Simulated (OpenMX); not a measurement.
## HfIn4SiO6 under changes of volume

One of the cells (19.254 Å³/atom); the others are scaled copies at fixed shape and fractional positions:

```
Hf In Si O
1.0
     5.69867    0.00381    0.01559
    -0.70506    6.10815   -0.00575
    -2.73718   -1.39557    6.63076
Hf In Si O
1 4 1 6
Direct
  0.11793 0.01556 0.13292
  0.38842 0.99901 0.72891
  0.75865 0.00842 0.49586
  0.23461 0.48841 0.53300
  0.59649 0.48211 0.20528
  0.86778 0.44029 0.85544
  0.55316 0.38738 0.79290
  0.93454 0.38483 0.65596
  0.98414 0.26218 0.00347
  0.99083 0.69806 0.98452
  0.08665 0.06493 0.39374
  0.48680 0.10883 0.21799
```

The cell was built by a generator and needn't be a form met in nature.

```yaml
Program: OpenMX 3.8.5
Functional: LDA
Potentials_or_basis: OpenMX 2013 LDA set, Hf7.0-s3p2d2f1, In7.0-s3p2d2, Si7.0-s2p2d1, O6.0-s2p2d1, fixed grid of 70 × 80 × 90 points
k_mesh: 5 × 5 × 5
Occupations: fermi-dirac, width 0.05 eV
Spin: no spin polarisation
```

```tsv
volume (Å³/atom)	energy over the lowest point (meV/atom)	gap on the mesh (eV)	largest force (eV/Å)
18.099	0.00	0.70	0.999
18.484	0.78	0.74	0.893
18.869	6.32	0.77	0.826
19.254	16.11	0.81	0.781
19.640	?	?	?
20.025	46.75	0.88	1.279
20.410	66.84	0.92	1.514
```

Problem. What does the run at 19.640 Å³/atom give?

Solution. Energy over the lowest point 29.72 meV/atom; gap on the mesh 0.84 eV; largest force 1.026 eV/Å.

Worked out: A Birch-Murnaghan fit of order 3 (a polynomial in V^(-2/3)) to the other rows has its minimum at 18.23 Å³/atom with B0 = V·E''(V) = 100 GPa and B' = 4.2 at fixed shape and positions, which overstates the stiffness. It gives 29.74 meV/atom at 19.640 Å³/atom, against the run's 29.72. A straight line through the other rows of the gap, of slope 1.81 eV per unit of ln V, gives 0.85 eV, against the run's 0.84.

Energies are extrapolated to zero smearing.

Caveats: the basis has few d functions beyond the semicore shells, which can make volumes several per cent too large; spin-orbit coupling is left out, which moves the levels of the heavy elements; an odd mesh through Γ misses points on the zone boundary, where band edges often lie; the basis of atomic orbitals isn't converged, which shifts pressures, moduli and gaps; forces of over 1 eV/Å show positions far from the minimum, so gaps and moduli don't describe the material at rest (some runs).
